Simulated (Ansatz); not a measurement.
Set up this calculation in Ansatz 0.2.0, as the native input.

| Quantity | Value |
| --- | --- |
| Task | band structure |
| Functional | PBE |
| Potentials or basis | Ansatz PAW |
| Cutoff | 420 eV (not typed: the program's choice for these potentials) |
| k mesh | 6 × 6 × 3 |
| Occupations | fermi-dirac, width 0.05 eV |
| Spin | no spin polarisation |
| Path | [["G", "X", "S", "R", "A", "Z", "G", "Y", "X1", "A1", "T", "Y"], ["Z", "T"]] |
| Points for each segment of the path | 14 |

Crystal: CS2.

```
S C
1.0
     3.64579   -2.99431    0.00000
     3.64579    2.99431    0.00000
     0.00000    0.00000    9.85126
S C
4 2
Cartesian
  3.6458 1.9073 8.7368
  3.6458 1.0871 3.8111
  3.6458 -1.0871 6.0401
  3.6458 -1.9073 1.1145
  3.6458 0.0000 4.9256
  0.0000 0.0000 0.0000
```

The cell comes from a database or a generator and needn't be the stable form of this composition.

These files were run (other wordings do the same):

input.yaml

```yaml
crystal:
  lattice:
    - [3.645788, -2.994314, 0.0]
    - [3.645788, 2.994314, 0.0]
    - [0.0, 0.0, 9.851257]
  atoms:
    - { symbol: S, position: [0.181521, 0.818479, 0.886867] }
    - { symbol: S, position: [0.318479, 0.681521, 0.386867] }
    - { symbol: S, position: [0.681521, 0.318479, 0.613133] }
    - { symbol: S, position: [0.818479, 0.181521, 0.113133] }
    - { symbol: C, position: [0.5, 0.5, 0.5] }
    - { symbol: C, position: [0.0, 0.0, 0.0] }
hamiltonian:
  xc: pbe
  pseudopotentials: { kind: paw }
kpoints:
  mp_grid: { grid: [6, 6, 3] }
  band_path:
    path:
      - [[0.0, 0.0, 0.0], [0.4186366119, -0.4186366119, 0.0], [0.0, -0.5, 0.0], [0.0, -0.5, -0.5], [0.4186366119, -0.4186366119, -0.5], [0.0, 0.0, -0.5], [0.0, 0.0, 0.0], [-0.5, -0.5, 0.0], [-0.4186366119, -0.5813633881, 0.0], [-0.4186366119, -0.5813633881, -0.5], [-0.5, -0.5, -0.5], [-0.5, -0.5, 0.0]]
      - [[0.0, 0.0, -0.5], [-0.5, -0.5, -0.5]]
    npoints: 14
scf:
  occupations: { method: fermi_dirac, width: 0.05 }
  n_extra_bands: 15
output:
  forces: true
  stress: true
  eigenvalues: true
  fatbands: false
```

Potentials or basis: Ansatz PAW.

Launch:

```bash
$ ansatz run input.yaml --threads 2 --pin off --max-ram 5632MiB --backend cpu --events-out ev --progress --plain --runs-dir out
```

It gave:

* Pressure: 0.4 GPa
* Largest force: 0.257 eV/Å
* Band gap on the k mesh: 3.41 eV, direct
* Band gap along the path: 3.41 eV, direct

Wall time 17 s on 2 threads of Arm Neoverse V1 (shared host), peak memory 0.75 GiB.
